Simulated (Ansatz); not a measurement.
# AlGaH3N: how energies converge with the basis set

Aim: see how fast density functionals converge with the basis set for AlGaH3N.

Computed with Ansatz 0.2.0, Gaussian basis. Level: one geometry, several basis sets.

The runs, in order: PBE0-D4/def2-SVP; ωB97M-V/def2-SVP; PBE0-D4/def2-QZVPP; ωB97M-V/def2-QZVPP; the functionals' def2-TZVPP values are taken from earlier runs.

## Step 1: The geometry

The geometry comes from an earlier relaxation with PBE0-D4 in a triple-zeta def2 set; it is a stationary point.

6 atoms, charge 0, spin multiplicity 1.

Atoms are counted from 1 here; the program's logs count them from 0.

Bond lengths: N1–Al2 1.780 Å, N1–Ga3 1.892 Å, N1–H4 1.016 Å, Al2–H5 1.586 Å, Al2–H6 1.588 Å. Angles: Al2–N1–Ga3 126.3°, Al2–N1–H4 117.4°, Ga3–N1–H4 116.3°, N1–Al2–H5 122.1°, N1–Al2–H6 115.4°, H5–Al2–H6 122.5°.

## Step 2: PBE0-D4 in def2-SVP

File in.yaml:

```yaml
crystal:
  periodic: [false, false, false]
  atoms:
    - {symbol: N, position_ang: [-0.808042, -0.340126, 0.109772]}
    - {symbol: Al, position_ang: [0.796071, 0.272419, -0.357796]}
    - {symbol: Ga, position_ang: [-1.526125, -0.380635, 1.859989]}
    - {symbol: H, position_ang: [-1.402606, -0.705416, -0.628358]}
    - {symbol: H, position_ang: [1.296768, 0.257572, -1.862334]}
    - {symbol: H, position_ang: [1.686033, 0.832186, 0.832627]}
basis:
  gaussian: {orbitals: def2-SVP}
hamiltonian: {xc: pbe0, dispersion: d4}
output: {orbitals: {seedname: orbitals}}
```

The run is started by

```
> ansatz run in.yaml --threads 2 --pin off --events-out ev --progress --plain --max-ram 4352MiB
```

Further steps of the session: ωB97M-V in def2-SVP; PBE0-D4 in def2-QZVPP; ωB97M-V in def2-QZVPP.

**Question.** What will the summary of the whole plan be? Wanted: PBE0-D4: double and triple zeta above quadruple; ωB97M-V: double and triple zeta above quadruple.

The runs gave:

| quantity | value |
| --- | --- |
| PBE0-D4: double and triple zeta above quadruple | 12.35, 1.48 eV |
| ωB97M-V: double and triple zeta above quadruple | 12.33, 1.44 eV |

PBE0-D4 gains 10.87 eV from double to triple zeta, then 1.48 eV more. These are total energies; as a rule much of such shifts cancels in differences, which this series doesn't test.
